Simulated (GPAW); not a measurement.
Input of a GPAW 26.7.0 run:

run.py

```python
from ase import Atoms
from ase.eos import EquationOfState
from ase.io import Trajectory
from ase.units import GPa
from gpaw import GPAW, PW

atoms = Atoms(['Sb', 'Sb', 'S', 'S', 'S', 'S'],
              cell=[[-3.030715, 3.030715, 5.797597],
                    [3.030715, -3.030715, 5.797597],
                    [3.030715, 3.030715, -5.797597]],
              scaled_positions=[[0.0, 0.0, 0.0],
                                [0.75, 0.25, 0.5],
                                [0.649029, 0.125, 0.024029],
                                [0.375, 0.350971, 0.475971],
                                [0.100971, 0.625, 0.975971],
                                [0.875, 0.899029, 0.524029]],
              pbc=True)

traj = Trajectory('eos.traj', 'w')
volumes, energies = [], []
for x in [0.94, 0.96, 0.98, 1.0, 1.02, 1.04, 1.06]:
    a = atoms.copy()
    a.set_cell(atoms.cell * x**(1 / 3), scale_atoms=True)
    calc = GPAW(mode=PW(600),
                xc='LDA',
                kpts={'size': (4, 4, 4), 'gamma': True},
                occupations={'name': 'fermi-dirac', 'width': 0.05},
                nbands=44,
                convergence={'density': 1e-05, 'energy': 1e-05},
                maxiter=150,
                txt=f'eos-{x:.2f}.txt')
    a.calc = calc
    energies.append(a.get_potential_energy(force_consistent=True))
    volumes.append(a.get_volume())
    p = -a.get_stress()[:3].mean() / GPa
    calc.write(f'eos-{x:.2f}.gpw')
    traj.write(a)
    print(f'{x:.2f} {volumes[-1]:10.4f} A^3 {energies[-1]:14.6f} eV {p:9.3f} GPa', flush=True)

v0, e0, B = EquationOfState(volumes, energies, eos='birchmurnaghan').fit()
print(f'V0 = {v0:.4f} A^3, E0 = {e0:.6f} eV, B0 = {B / GPa:.2f} GPa')
```

Potentials or basis: the program's PAW data sets (release 1.2.1) made for this functional, pw.

Command:

```sh
$ OMP_NUM_THREADS=1 python run.py
```

**Question.** Predict the bulk modulus at fixed shape and positions.

**Answer.** 46 GPa (rough).

**Question.** What does it give for the equilibrium volume?

**Answer.** 33.34 Å³/atom (rough: see the caveat).

Energy against volume, from the lowest point:
```
volume (Å³/atom)  energy (meV/atom)
          33.371               0.00
          34.081               2.30
          34.791               8.44
          35.502              18.00
          36.212              30.64
          36.922              45.98
          37.632              63.74
```

Caveat: the k mesh is coarse (spacing up to 0.37 Å⁻¹), so the values aren't converged; the minimum lies outside the volumes run; the cell was scaled at fixed shape and fractional positions, which overstates the stiffness of a crystal with free parameters, most of all of layers and chains. The run has no spin-orbit coupling, so splittings on Sb are missing.
